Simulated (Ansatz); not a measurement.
Which YAML input does this script hand to the engine? (the Ansatz DFT code, driven from Python)

The script, `deck_csrb2gabr6.py`:
```python
'''Single point of CsRb2GaBr6 through the engine session.'''

import json

import ansatz as az

config = {
    'crystal': {
        'lattice': [
            [0.0, 5.941237, 5.941237],
            [5.941237, 0.0, 5.941237],
            [5.941237, 5.941237, 0.0],
        ],
        'atoms': [
            {'symbol': 'Cs', 'position': [0.5, 0.5, 0.5]},
            {'symbol': 'Rb', 'position': [0.75, 0.75, 0.75]},
            {'symbol': 'Rb', 'position': [0.25, 0.25, 0.25]},
            {'symbol': 'Ga', 'position': [0.0, 0.0, 0.0]},
            {'symbol': 'Br', 'position': [0.783853, 0.216147, 0.216147]},
            {'symbol': 'Br', 'position': [0.216147, 0.216147, 0.783853]},
            {'symbol': 'Br', 'position': [0.216147, 0.783853, 0.783853]},
            {'symbol': 'Br', 'position': [0.216147, 0.783853, 0.216147]},
            {'symbol': 'Br', 'position': [0.783853, 0.216147, 0.783853]},
            {'symbol': 'Br', 'position': [0.783853, 0.783853, 0.216147]},
        ],
    },
    'kpoints': {'mp_grid': {'grid': [3, 3, 3]}},
    'hamiltonian': {'xc': 'lda'},
    'scf': {'occupations': {'method': 'fixed'}},
    'basis': {'ecutwfc': '510 eV'},
    'output': {'forces': True},
}

outcome = az.Session.from_dict(config).plan(threads=1).execute()
r = outcome.report

print(f'free energy      {r["free_energy_ev"]:.5f} eV')
print(f'per atom         {r["free_energy_ev"] / len(outcome.lattice.sites):.5f} eV')
print(f'SCF iterations   {r["n_iterations"]}  (converged: {r["converged"]})')

# forces, one row an atom
print('forces (eV/A)')
for site, force in zip(outcome.lattice.sites, r['forces_ev_ang']):
    print(f'  {site.symbol:2s} {force[0]:9.4f} {force[1]:9.4f} {force[2]:9.4f}')

keep = ['free_energy_ev', 'energy_sigma0_ev', 'fermi_energy_ev', 'n_iterations', 'converged', 'magnetization_mub', 'n_kpoints']
with open('csrb2gabr6.json', 'w') as handle:
    json.dump({key: r[key] for key in keep}, handle, indent=1)
```

```console
$ python deck_csrb2gabr6.py
free energy      -31728.95708 eV
per atom         -3172.89571 eV
SCF iterations   8  (converged: True)
forces (eV/A)
  Cs    0.0000   -0.0000   -0.0000
  Rb   -0.0000   -0.0000   -0.0000
  Rb    0.0000    0.0000   -0.0000
  Ga    0.0000    0.0000    0.0000
  Br   -0.2432   -0.0000    0.0000
  Br    0.0000    0.0000   -0.2432
  Br    0.2432    0.0000    0.0000
  Br   -0.0000   -0.2432   -0.0000
  Br   -0.0000    0.2432    0.0000
  Br    0.0000    0.0000    0.2432
```

`input.yaml`:
```yaml
crystal:
  lattice:
    - [0.0, 5.941237, 5.941237]
    - [5.941237, 0.0, 5.941237]
    - [5.941237, 5.941237, 0.0]
  atoms:
    - { symbol: Cs, position: [0.5, 0.5, 0.5] }
    - { symbol: Rb, position: [0.75, 0.75, 0.75] }
    - { symbol: Rb, position: [0.25, 0.25, 0.25] }
    - { symbol: Ga, position: [0.0, 0.0, 0.0] }
    - { symbol: Br, position: [0.783853, 0.216147, 0.216147] }
    - { symbol: Br, position: [0.216147, 0.216147, 0.783853] }
    - { symbol: Br, position: [0.216147, 0.783853, 0.783853] }
    - { symbol: Br, position: [0.216147, 0.783853, 0.216147] }
    - { symbol: Br, position: [0.783853, 0.216147, 0.783853] }
    - { symbol: Br, position: [0.783853, 0.783853, 0.216147] }
kpoints:
  mp_grid: { grid: [3, 3, 3] }
hamiltonian:
  xc: lda
scf:
  occupations: { method: fixed }
basis:
  ecutwfc: "510 eV"
output:
  forces: true
```

Launched from the shell:
```console
$ ansatz run input.yaml --threads 1 --pin off --max-ram 3072MiB --backend cpu --events-out ev --progress --plain --runs-dir out
Engine: ansatz 0.2.0, aarch64-unknown-linux-gnu
Pseudopotentials: kind: paw
Pseudopotential: Cs, paw, valence charge 9, recommended cutoff 420 eV (normal), Cs.paw.azcp
Pseudopotential: Rb, paw, valence charge 9, recommended cutoff 420 eV (normal), Rb.paw.azcp
Pseudopotential: Ga, paw, valence charge 13, recommended cutoff 420 eV (normal), Ga.paw.azcp
Pseudopotential: Br, paw, valence charge 7, recommended cutoff 420 eV (normal), Br.paw.azcp
Functional definition: SPW92
  exchange = slater_x
  correlation = pw_c
Crystal: 10 atoms, lattice volume = 419.431 Å³
Basis set: ecut = 510 eV, 10969 PW (Γ)
Bands: 51, of which v1, the nominal top of the filled ones, is band 41 counted from 1 (40 counted from 0)
Symmetry: 48 space group operations
Space group: Fm-3m (ITA 225), of the structure as read, at distance tolerance 7.5e-5 Å
k-points: 4 of 27
Non-local potential: Cs, projectors of the file, l = 0: 3, l = 1: 2, l = 2: 2, l = 3: 2
Non-local potential: Rb, projectors of the file, l = 0: 3, l = 1: 2, l = 2: 2
Non-local potential: Ga, projectors of the file, l = 0: 2, l = 1: 2, l = 2: 3, l = 3: 1
Non-local potential: Br, projectors of the file, l = 0: 2, l = 1: 2, l = 2: 2
PAW form: soft (Blöchl's): semilocal exchange-correlation on the pseudo side does not see the compensation charge
PAW frozen core: Cs, regenerated for the run's functional, and the local potential with it (the file was generated under x = pbe(κ = 0.804, μ = 0.2195149727645171), c = pbe(β = 0.06672455060314922))
PAW frozen core: Rb, regenerated for the run's functional, and the local potential with it (the file was generated under x = pbe(κ = 0.804, μ = 0.2195149727645171), c = pbe(β = 0.06672455060314922))
PAW frozen core: Ga, regenerated for the run's functional, and the local potential with it (the file was generated under x = pbe(κ = 0.804, μ = 0.2195149727645171), c = pbe(β = 0.06672455060314922))
PAW frozen core: Br, regenerated for the run's functional, and the local potential with it (the file was generated under x = pbe(κ = 0.804, μ = 0.2195149727645171), c = pbe(β = 0.06672455060314922))
PAW one-centre angular grid: Cs, 194 points (default); XC on 64 Gauss nodes
PAW one-centre angular grid: Rb, 110 points (default); XC on 64 Gauss nodes
PAW one-centre angular grid: Ga, 590 points (default); XC on 64 Gauss nodes
PAW one-centre angular grid: Br, 110 points (default); XC on 64 Gauss nodes
Initial density: superposition of atomic densities (neutral atoms: chi_scale 0, normalization atom), corrected by the library's trained network
Initial wavefunctions: pseudopotential atomic-orbital guess
Functional: x = slater, c = lda
SCF iter   1: F=—  HF=-31728.966080 eV  |F-HF|=—  |Δ(HF+E_count)|=         —  Δρ=3.85e-3  dr2=4.63e-2  ethr=1.77e-3  ⟨swp⟩=5.5  Hψ=757  notcnv=0  defer=29
preconditioner: auto → Resta (q_TF=auto, 2.079 Å⁻¹)  ε∞=2.7  [insulator: Δε(μ)=2.066 eV  Ē_g=12.154 eV  n_scr=58 (ndim 8)  ℏωp=15.8 eV  f_vac=0.121  ε∞_Penn≈2.7]
SCF iter   2: F=—  HF=-31728.959051 eV  |F-HF|=—  |Δ(HF+E_count)|=   7.03e-3  Δρ=1.96e-3  dr2=1.05e-2  ethr=5.64e-5  ⟨swp⟩=2.5  Hψ=360  notcnv=0  defer=31
SCF iter   3: F=—  HF=-31728.956889 eV  |F-HF|=—  |Δ(HF+E_count)|=   2.16e-3  Δρ=3.71e-4  dr2=6.43e-4  ethr=1.28e-5  ⟨swp⟩=2.5  Hψ=306  notcnv=0  defer=28
automatic band count: iteration 3 solves 50 bands in place of 51: the levels show a gap, and the empty bands left out lie too high to hold charge; the band table lists the bands solved (type scf.n_extra_bands for more)
SCF iter   4: F=—  HF=-31728.956837 eV  |F-HF|=—  |Δ(HF+E_count)|=   5.24e-5  Δρ=7.27e-5  dr2=4.84e-5  ethr=7.84e-7  ⟨swp⟩=2.0  Hψ=291  notcnv=0  defer=27
SCF iter   5: F=—  HF=-31728.957082 eV  |F-HF|=—  |Δ(HF+E_count)|=   2.46e-4  Δρ=4.44e-5  dr2=9.65e-6  ethr=5.90e-8  ⟨swp⟩=2.2  Hψ=325  notcnv=0  defer=25
SCF iter   6: F=—  HF=-31728.957077 eV  |F-HF|=—  |Δ(HF+E_count)|=   5.83e-6  Δρ=1.41e-5  dr2=1.35e-6  ethr=1.18e-8  ⟨swp⟩=2.0  Hψ=314  notcnv=0  defer=25
SCF iter   7: F=-31728.957077 eV  HF=-31728.957077 eV  |F-HF|=1.81e-8  |Δ(HF+E_count)|=   6.82e-8  Δρ=3.52e-6  dr2=1.33e-7  ethr=5.12e-10  ⟨swp⟩=5.0  Hψ=777  notcnv=0
SCF 1 converged in 7 iterations: F = -31728.957077 eV  dr2 = 1.33e-7
  greatest PAW one-centre occupation: 0.996 electrons in one spin orbital (limit 2), on the Ga atom at site 3 (counted from 0), in its partial waves of l = 2
SCF converged after 7 iterations
Free energy (F): -31728.957077 eV
Harris-Foulkes:  -31728.957077 eV  (|F-HF|=1.81e-8)
Internal energy: -31728.957077 eV  (E = F + TS)
E sigma→0 (E₀):  -31728.957077 eV
Fermi energy:    1.005280 eV
--- Per-component energies (eV) ---
  E_band       = -562.291226
  E_kinetic    = 1443.813314
  E_local      = -6272.338394  (includes V_loc(G=0)·N_el)
  E_nonlocal   = 1248.442598
  E_hartree    = 2350.792082
  E_xc         = -2063.619668
  E_vxc        = -1082.934884  (∫ρ·V_xc dr)
  E_paw        = -24833.471269  (= ΣΔE_a)
  E_vpaw       = -600.863924  (= ΣTr[D̂ρ^β])
  E_aug_tail   = -0.000022  (compensation charges beyond the density's cutoff)
  E_ewald      = -3606.356341
  E_core_change = 3.780622  (= ΣΔE_core)
  E_smearing   = -0.000000  (= −TS)
  E_closure    = 0.000000  (closes the sum)
  Σ components = -31728.957077   (vs F -31728.957077, Δ=0.00e0)
--- Forces (eV/Å), atoms counted from 1 ---
  atom   1  Cs     0.00000000     0.00000000    -0.00000000
  atom   2  Rb    -0.00000000    -0.00000000     0.00000000
  atom   3  Rb    -0.00000000     0.00000000    -0.00000000
  atom   4  Ga     0.00000000    -0.00000000     0.00000000
  atom   5  Br    -0.24323673     0.00000000    -0.00000000
  atom   6  Br     0.00000000    -0.00000000    -0.24323673
  atom   7  Br     0.24323673    -0.00000000    -0.00000000
  atom   8  Br    -0.00000000    -0.24323673     0.00000000
  atom   9  Br     0.00000000     0.24323673     0.00000000
  atom  10  Br     0.00000000     0.00000000     0.24323673
  max |Σ_I F_I| component: 5.54e-17 eV/Å
```

Reading the output:
- Absolute energies stand on the zero of these potentials, so only differences at equal settings mean something.
- This cell is a computed structure, which may not be the phase found in nature.
- The whole script took 7.7 s on 1 thread of Arm Neoverse V1 (shared host), peak memory 0.71 GiB.

(Lines on the test bed's own set-up are left out of the output.)
